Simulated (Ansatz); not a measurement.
# C₂H₈BClO: one species, many methods

How much do the methods differ for C₂H₈BClO? The plan is to run it at one geometry with functionals of several rungs and with coupled cluster, and see how far each lands from CCSD(T) at the basis-set limit for the atomisation energy.

Program: Ansatz 0.2.0, Gaussian basis. Level of theory: functionals in def2-TZVPP, the program's frozen cores in correlated methods. These are calculated values, not measurements.

Plan: LDA (SPW92), PBE-D4, revPBE-D4, BLYP-D4, r2SCAN-D4, B97M-V, PBE0-D4, B3LYP-D4, r2SCANh-D4, r2SCAN0-D4, HSE06-D4, BHLYP-D4, CAM-B3LYP-D4, LC-ωPBE, ωB97X-V, ωB97M-V, B2PLYP, PBE-QIDH; CCSD(T)/def2-SVP; CCSD(T)/def2-TZVPP; MP2/def2-QZVPP; extrapolation to the limit; RPA on PBE.

**1. The geometry**

An earlier PBE0-D4 in a triple-zeta def2 set relaxation fixed the geometry.

13 atoms, charge 0, spin multiplicity 1.

Atoms are counted from 1 here; the program's logs count them from 0.

Bond lengths: C1–B2 1.584 Å, C1–H6 1.095 Å, C1–H7 1.094 Å, C1–H8 1.095 Å, B2–C3 1.584 Å, B2–O4 1.709 Å, B2–Cl5 1.874 Å, C3–H9 1.095 Å, C3–H10 1.095 Å, C3–H11 1.094 Å, O4–H12 0.968 Å, O4–H13 0.968 Å. Angles: B2–C1–H6 113.6°, B2–C1–H7 109.3°, B2–C1–H8 111.9°, H6–C1–H7 106.3°, H6–C1–H8 108.3°, H7–C1–H8 107.2°, C1–B2–C3 120.1°, C1–B2–O4 103.8°, C1–B2–Cl5 112.9°, C3–B2–O4 103.8°, C3–B2–Cl5 112.9°, O4–B2–Cl5 100.3°, B2–C3–H9 111.9°, B2–C3–H10 113.6°, B2–C3–H11 109.3°, H9–C3–H10 108.3°, H9–C3–H11 107.2°, H10–C3–H11 106.3° and more.

Geometry (Å):

```
C    -1.5037   -0.1515   -0.1074
B     0.0305    0.2286   -0.2064
C     1.1032   -0.8824   -0.5576
O     0.4374    0.6992    1.3854
Cl    0.3251    1.8400   -1.1161
H    -2.1373    0.6703    0.2430
H    -1.8735   -0.4214   -1.1005
H    -1.6688   -1.0148    0.5451
H     1.0026   -1.7637    0.0837
H     2.1378   -0.5282   -0.4952
H     0.9549   -1.2143   -1.5889
H     1.3396    1.0458    1.3382
H    -0.1273    1.4574    1.5917
```

**2. LDA**

This LDA is Slater exchange with PW92 correlation.

in.yaml reads:

```yaml
crystal:
  periodic: [false, false, false]
  atoms:
    - {symbol: C, position_ang: [-1.503688, -0.151519, -0.107401]}
    - {symbol: B, position_ang: [0.030534, 0.228613, -0.206422]}
    - {symbol: C, position_ang: [1.103180, -0.882358, -0.557623]}
    - {symbol: O, position_ang: [0.437421, 0.699206, 1.385386]}
    - {symbol: Cl, position_ang: [0.325097, 1.839960, -1.116077]}
    - {symbol: H, position_ang: [-2.137342, 0.670306, 0.242966]}
    - {symbol: H, position_ang: [-1.873490, -0.421403, -1.100461]}
    - {symbol: H, position_ang: [-1.668770, -1.014752, 0.545082]}
    - {symbol: H, position_ang: [1.002591, -1.763702, 0.083696]}
    - {symbol: H, position_ang: [2.137756, -0.528180, -0.495177]}
    - {symbol: H, position_ang: [0.954870, -1.214271, -1.588925]}
    - {symbol: H, position_ang: [1.339618, 1.045791, 1.338187]}
    - {symbol: H, position_ang: [-0.127278, 1.457408, 1.591670]}
basis:
  gaussian: {orbitals: def2-TZVPP}
hamiltonian: {xc: lda}
output: {orbitals: {seedname: orbitals}}
```

The run is started by

```console
ansatz run in.yaml --threads 4 --pin off --events-out ev --progress --plain --max-ram 10444MiB
```

Further steps of the session: PBE-D4 (GGA); revPBE-D4 (GGA); BLYP-D4 (GGA); r2SCAN-D4 (meta-GGA); B97M-V (meta-GGA); PBE0-D4 (hybrid); B3LYP-D4 (hybrid); r2SCANh-D4 (hybrid); r2SCAN0-D4 (hybrid); HSE06-D4 (hybrid); BHLYP-D4 (hybrid); CAM-B3LYP-D4 (range-separated); LC-ωPBE (range-separated); ωB97X-V (range-separated); ωB97M-V (range-separated); B2PLYP (double hybrid); PBE-QIDH (double hybrid); CCSD(T) in def2-SVP; CCSD(T) in def2-TZVPP; MP2 in def2-QZVPP; RPA on PBE orbitals.

**Question.** What will the summary of the whole plan be? Wanted: atomisation energy, CCSD(T)/CBS; farthest beyond LDA; mean size of error, GGA; mean size of error, meta-GGA; mean size of error, hybrid; mean size of error, range-separated; mean size of error, double hybrid; gap, smallest and largest; T1 diagnostic.

The runs gave:

| quantity | value |
| --- | --- |
| atomisation energy, CCSD(T)/CBS | 1153.4 kcal/mol |
| functionals within 5.8 kcal/mol (0.5 %) | r2SCAN-D4, B97M-V, PBE0-D4, B3LYP-D4, r2SCANh-D4, HSE06-D4, CAM-B3LYP-D4, LC-ωPBE, ωB97X-V, ωB97M-V, PBE-QIDH |
| farthest beyond LDA | BHLYP-D4 (-29.1 kcal/mol) |
| mean size of error, GGA | 11.1 kcal/mol |
| mean size of error, meta-GGA | 4.8 kcal/mol |
| mean size of error, hybrid | 7.6 kcal/mol |
| mean size of error, range-separated | 3.6 kcal/mol |
| mean size of error, double hybrid | 8.0 kcal/mol |
| gap, smallest and largest | 5.05 eV (BLYP-D4), 12.43 eV (LC-ωPBE) |
| T1 diagnostic | 0.0092 |
| triples share of the correlation energy | 3.7 % |

In words: The LDA atomisation energy is off by 158.7 kcal/mol (14 %): it overbinds. PBE-D4 misses by +18.1 kcal/mol. Double hybrids carry the basis error of their MP2 part in triple zeta, and no dispersion term here, so their miss is partly the set-up's. The rungs range-separated, meta-GGA miss on average by less than the doubt on the reference (5.8 kcal/mol), so they tie. The reference freezes the cores and leaves out relativity and excitations past (T), so misses under about 5.8 kcal/mol can't be ranked. Hartree-Fock recovers 75 % of the binding; the rest is correlation. CCSD(T) in def2-SVP is off by -50.5 kcal/mol, worse than the median functional, from the basis alone. The gap grows from 5.0 to 12.4 eV across the functionals, mostly with the share of exact exchange.
